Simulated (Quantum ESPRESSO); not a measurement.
Write the native input for Quantum ESPRESSO 7.5 that does the following.

| Item | Value |
| --- | --- |
| Task | projected density of states |
| Functional | RPBE |
| Potentials or basis | PseudoDojo 0.5 SR PBE standard |
| Cutoff | 490 eV |
| Density cutoff | 1959 eV |
| k mesh | 11 × 11 × 1 |
| Occupations | methfessel-paxton, width 0.136 eV |
| Spin | no spin polarisation |
| Boundary across the vacuum | none |
| Dos occupations | tetrahedra_opt |
| Mixing mode | local-TF |
| Mixing beta | 0.3 |
| Most SCF iterations | 150 |
| SCF threshold | 1e-09 Ry |

Sheet: Si, a sheet with vacuum.

```
Si
1.0
     2.39932    0.00000    0.00000
     0.00000    2.41794    0.00000
     0.00000    0.00000   23.80000
Si
1
Direct
  0.50000 0.50000 0.29412
```

The cell was built by a generator and needn't be a form met in nature.

The input as run:

pw.in

```
&CONTROL
  calculation = 'scf'
  prefix = 'pwscf'
  outdir = './tmp'
  pseudo_dir = './pseudo'
  tprnfor = .true.
  disk_io = 'low'
/
&SYSTEM
  ibrav = 0
  celldm(1) = 8
  nat = 1
  ntyp = 1
  ecutwfc = 36
  nbnd = 7
  input_dft = 'rpbe'
  occupations = 'smearing'
  smearing = 'mp'
  degauss = 0.00999582
/
&ELECTRONS
  conv_thr = 1d-09
  electron_maxstep = 150
  mixing_beta = 0.3
  mixing_mode = 'local-TF'
/
ATOMIC_SPECIES
Si    28.0850 Si.upf
CELL_PARAMETERS alat
  0.5667572106671   0.0000000000000   0.0000000000000
  0.0000000000000   0.5711555482222   0.0000000000000
  0.0000000000000   0.0000000000000   5.6219352207617
ATOMIC_POSITIONS crystal
Si     0.5000000000    0.5000000000    0.2941200000
K_POINTS automatic
11 11 1 0 0 0
```

nscf.in

```
&CONTROL
  calculation = 'nscf'
  prefix = 'pwscf'
  outdir = './tmp'
  pseudo_dir = './pseudo'
  disk_io = 'low'
/
&SYSTEM
  ibrav = 0
  celldm(1) = 8
  nat = 1
  ntyp = 1
  ecutwfc = 36
  nbnd = 7
  input_dft = 'rpbe'
  occupations = 'tetrahedra_opt'
/
&ELECTRONS
  conv_thr = 1d-08
  electron_maxstep = 150
  mixing_beta = 0.3
  mixing_mode = 'local-TF'
  startingwfc = 'random'
/
ATOMIC_SPECIES
Si    28.0850 Si.upf
CELL_PARAMETERS alat
  0.5667572106671   0.0000000000000   0.0000000000000
  0.0000000000000   0.5711555482222   0.0000000000000
  0.0000000000000   0.0000000000000   5.6219352207617
ATOMIC_POSITIONS crystal
Si     0.5000000000    0.5000000000    0.2941200000
K_POINTS automatic
17 17 2 0 0 0
```

projwfc.in

```
&PROJWFC
  prefix = 'pwscf'
  outdir = './tmp'
  filpdos = 'p'
  Emin = -18
  Emax = 7
  DeltaE = 0.05
/
```

Potentials or basis: PseudoDojo 0.5 SR PBE standard.

Run with:

```sh
$ OMP_NUM_THREADS=1 mpirun -n 2 pw.x -nk 2 -in pw.in > pw.out
$ OMP_NUM_THREADS=1 mpirun -n 2 pw.x -nk 2 -in nscf.in > nscf.out
$ OMP_NUM_THREADS=1 mpirun -n 1 projwfc.x -in projwfc.in > projwfc.out
```

Results of the run:

```
Band gap on the k mesh : none (metal or under the smearing width)
```

Wall time 43 s on 2 MPI ranks on Arm Neoverse V2, on a shared host, peak memory 0.18 GiB a rank.
